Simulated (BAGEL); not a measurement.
# A workflow on Si2H2OF2 (SMILES F[Si]1(F)O[SiH2]1)

We compute a single-point energy (HF/def2-SV(P)), then a single-point energy (NEVPT2(2,2)/def2-SV(P)) of Si2H2OF2. 

The results are computed with BAGEL 1.2.2.

### Step 1. The molecule

Si2H2OF2: 7 atoms, total charge 0, spin state singlet. SMILES: `F[Si]1(F)O[SiH2]1`. One bond was lengthened or shortened from a relaxed shape.

Bond lengths: F1–Si2 1.578 Å, Si2–F3 1.578 Å, Si2–O4 1.648 Å, Si2–Si5 2.174 Å, O4–Si5 1.718 Å, Si5–H6 1.260 Å, Si5–H7 1.482 Å. Some angles: F1–Si2–F3 105.1°, F1–Si2–O4 114.7°, F1–Si2–Si5 127.3°, F3–Si2–O4 114.7°, F3–Si2–Si5 127.3°, O4–Si2–Si5 51.2°, Si2–O4–Si5 80.4°, Si2–Si5–O4 48.4°, Si2–Si5–H6 124.7°, Si2–Si5–H7 124.7°.

### Step 2. The energy at HF/def2-SV(P) (density fitting with svp-jkfit) (run 1)

Contents of input.json:

```json
{ "bagel": [

{
  "title": "molecule",
  "basis": "def2-sv_p_.json",
  "df_basis": "svp-jkfit",
  "geometry": [
    { "atom": "F", "xyz": [  0.83067825, -2.72603765,  3.47091855 ] },
    { "atom": "Si", "xyz": [  0.10067705, -1.61846917,  0.79941273 ] },
    { "atom": "F", "xyz": [ -0.33792838, -4.00330354, -0.93762352 ] },
    { "atom": "O", "xyz": [  2.11436921,  0.46759950, -0.33858034 ] },
    { "atom": "Si", "xyz": [ -0.54693209,  2.32085391, -0.16982780 ] },
    { "atom": "H", "xyz": [ -0.38229160,  4.13623254,  1.36060281 ] },
    { "atom": "H", "xyz": [ -1.48801570,  3.21696204, -2.65047128 ] }
  ]
},
{
  "title": "hf",
  "charge": 0
},
{
  "title": "print",
  "file": "orbitals.molden",
  "orbitals": true
}

]}
```

The basis set def2-SV(P) is read from a file made from the Basis Set Exchange's data (not shown).

On the command line:

```bash
$ BAGEL_NUM_THREADS=1 BAGEL input.json > input.out
```

What it wrote:

```text
* using 1 threads per process

  ===============================================================
  ===============================================================

  *** Geometry ***

  { "atom" : "F", "xyz" : [      0.830678,     -2.726038,      3.470919 ] },
  { "atom" : "Si", "xyz" : [      0.100677,     -1.618469,      0.799413 ] },
  { "atom" : "F", "xyz" : [     -0.337928,     -4.003304,     -0.937624 ] },
  { "atom" : "O", "xyz" : [      2.114369,      0.467600,     -0.338580 ] },
  { "atom" : "Si", "xyz" : [     -0.546932,      2.320854,     -0.169828 ] },
  { "atom" : "H", "xyz" : [     -0.382292,      4.136233,      1.360603 ] },
  { "atom" : "H", "xyz" : [     -1.488016,      3.216962,     -2.650471 ] },

  Number of auxiliary basis functions:      523

  Since a DF basis is specified, we compute 2- and 3-index integrals:
    o Being stored without compression. Storage requirement is 0.028 GB

  Number of basis functions:       82
  Number of electrons      :       56

    * METHOD: MOLECULE                             0.21

  *** RHF ***

  === Nuclear Repulsion ===
   310.9066530631

      * DIIS with orbital gradients will be used.

  === RHF iteration (def2-sv_p_.json) ===
      0       -852.11336366          0.02543088           0.07
      1       -852.30205291          0.01882356           0.07
      2       -852.46454664          0.00154500           0.07
      3       -852.46618947          0.00089254           0.07
      4       -852.46663366          0.00010544           0.07
      5       -852.46664914          0.00002844           0.07
      6       -852.46665059          0.00000841           0.07
      7       -852.46665072          0.00000255           0.07
      8       -852.46665073          0.00000095           0.07
      9       -852.46665074          0.00000034           0.07
     10       -852.46665074          0.00000010           0.07
     11       -852.46665074          0.00000004           0.07
     12       -852.46665074          0.00000002           0.07
     13       -852.46665074          0.00000000           0.07
    * SCF iteration converged.

    * Permanent dipole moment:
           (    0.807986,    -0.940389,    -0.034175) a.u.

    * METHOD: HF                                   1.07

    * METHOD: PRINT                                0.01

  ===============================================================
```

Wall time 1.5 s (1 thread of Arm Neoverse V2, shared host); peak memory 0.14 GiB.

### Step 3. The energy at NEVPT2(2,2)/def2-SV(P) (density fitting with svp-jkfit) (run 2)

Contents of input.json:

```json
{ "bagel": [

{
  "title": "molecule",
  "basis": "def2-sv_p_.json",
  "df_basis": "svp-jkfit",
  "geometry": [
    { "atom": "F", "xyz": [     0.83067825,    -2.72603765,     3.47091855 ] },
    { "atom": "Si", "xyz": [     0.10067705,    -1.61846917,     0.79941273 ] },
    { "atom": "F", "xyz": [    -0.33792838,    -4.00330354,    -0.93762352 ] },
    { "atom": "O", "xyz": [     2.11436921,     0.46759950,    -0.33858034 ] },
    { "atom": "Si", "xyz": [    -0.54693209,     2.32085391,    -0.16982780 ] },
    { "atom": "H", "xyz": [    -0.38229160,     4.13623254,     1.36060281 ] },
    { "atom": "H", "xyz": [    -1.48801570,     3.21696204,    -2.65047128 ] }
  ]
},

{ "title": "hf" },

{
  "title": "nevpt2",
  "nstate": 1,
  "nact": 2,
  "nclosed": 27,
  "nspin": 0,
  "active": [18, 32],
  "maxiter": 200,
  "natocc": true,
  "ncore": 13
},

{ "title": "print", "file": "orbitals.molden", "orbitals": true }

]}
```

The basis set def2-SV(P) is read from a file made from the Basis Set Exchange's data (not shown).

On the command line:

```bash
$ BAGEL_NUM_THREADS=1 BAGEL input.json > input.out
```

What it wrote:

```text
* using 1 threads per process

  ===============================================================
  ===============================================================

  *** Geometry ***

  { "atom" : "F", "xyz" : [      0.830678,     -2.726038,      3.470919 ] },
  { "atom" : "Si", "xyz" : [      0.100677,     -1.618469,      0.799413 ] },
  { "atom" : "F", "xyz" : [     -0.337928,     -4.003304,     -0.937624 ] },
  { "atom" : "O", "xyz" : [      2.114369,      0.467600,     -0.338580 ] },
  { "atom" : "Si", "xyz" : [     -0.546932,      2.320854,     -0.169828 ] },
  { "atom" : "H", "xyz" : [     -0.382292,      4.136233,      1.360603 ] },
  { "atom" : "H", "xyz" : [     -1.488016,      3.216962,     -2.650471 ] },

  Number of auxiliary basis functions:      523

  Since a DF basis is specified, we compute 2- and 3-index integrals:
    o Being stored without compression. Storage requirement is 0.028 GB

  Number of basis functions:       82
  Number of electrons      :       56

    * METHOD: MOLECULE                             0.21

  *** RHF ***

  === Nuclear Repulsion ===
   310.9066530631

      * DIIS with orbital gradients will be used.

  === RHF iteration (def2-sv_p_.json) ===
      0       -852.11336366          0.02543088           0.07
      1       -852.30205291          0.01882356           0.07
      2       -852.46454664          0.00154500           0.07
      3       -852.46618947          0.00089254           0.07
      4       -852.46663366          0.00010544           0.07
      5       -852.46664914          0.00002844           0.07
      6       -852.46665059          0.00000841           0.07
      7       -852.46665072          0.00000255           0.07
      8       -852.46665073          0.00000095           0.07
      9       -852.46665074          0.00000034           0.07
     10       -852.46665074          0.00000010           0.07
     11       -852.46665074          0.00000004           0.07
     12       -852.46665074          0.00000002           0.07
     13       -852.46665074          0.00000000           0.07
    * SCF iteration converged.

    * Permanent dipole moment:
           (    0.807986,    -0.940389,    -0.034175) a.u.

    * METHOD: HF                                   1.08

    * freezing 13 orbitals
  ---------------------------
      CASSCF calculation
  ---------------------------

    ==== Active orbitals : =====
         Orbital 18
         Orbital 32
    ============================

    * nstate   :      1
    * nclosed  :     27
    * nact     :      2
    * nvirt    :     53
  === CASSCF iteration (def2-sv_p_.json) ===

    * Using the second-order algorithm

      0  0      -852.46692014     4.68e-05      0.02

      1  0      -852.46861685     1.86e-04      0.33

      2  0      -852.47195936     3.09e-04      0.31

      3  0      -852.47552209     9.87e-04      0.33

      4  0      -852.47734559     9.46e-05      0.35

      5  0      -852.47737710     2.57e-05      0.36

      6  0      -852.47737751     6.65e-06      0.35

      7  0      -852.47737752     1.55e-06      0.38

      8  0      -852.47737753     3.47e-07      0.37

      9  0      -852.47737753     7.67e-08      0.36

     10  0      -852.47737753     1.69e-08      0.33

     11  0      -852.47737753     3.69e-09      0.30

    * Second-order optimization converged. *

     guess   0:   closed 1.                   open ..

  === FCI iteration ===

      0  0      -852.46658673     7.06e-02      0.00
      1  0      -852.47737294     1.09e-03      0.00
      2  0 *    -852.47737753     3.43e-16      0.00

     * ci vector, state   0, <S^2> = 0.0000
       2.     0.9970901859
       .2    -0.0762309731

  === DF-NEVPT2 calculation ===

    * 3-index integral transformation done
    * assembly done

      NEVPT2 correlation energy:   -0.7025524084      0.14

          (+0)     -0.6761866960
          (+0)'    -0.0023110972
          (+1)     -0.0064294780
          (+1)'    -0.0000000000
          (+2)     -0.0001457624
          (-1)     -0.0127955648
          (-1)'     0.0000000000
          (-2)     -0.0046838101

      NEVPT2 total energy:       -853.1799299341

    * METHOD: NEVPT2                               4.21

    * METHOD: PRINT                                0.01

  ===============================================================
```

Run time: 5.7 s. Hardware: 1 thread of Arm Neoverse V2, shared host; peak memory 0.14 GiB.

### Step 4. What came out

| quantity | value |
| --- | --- |
| run 1, HF/def2-SV(P): total energy | -852.46665 Eh |
| run 1, HF/def2-SV(P): dipole moment | 3.15 D |
| run 1, HF/def2-SV(P): HOMO energy | -10.53 eV |
| run 1, HF/def2-SV(P): LUMO energy | 2.18 eV |
| run 1, HF/def2-SV(P): HOMO–LUMO gap | 12.71 eV |
| run 2, NEVPT2(2,2)/def2-SV(P): total energy | -853.17993 Eh |
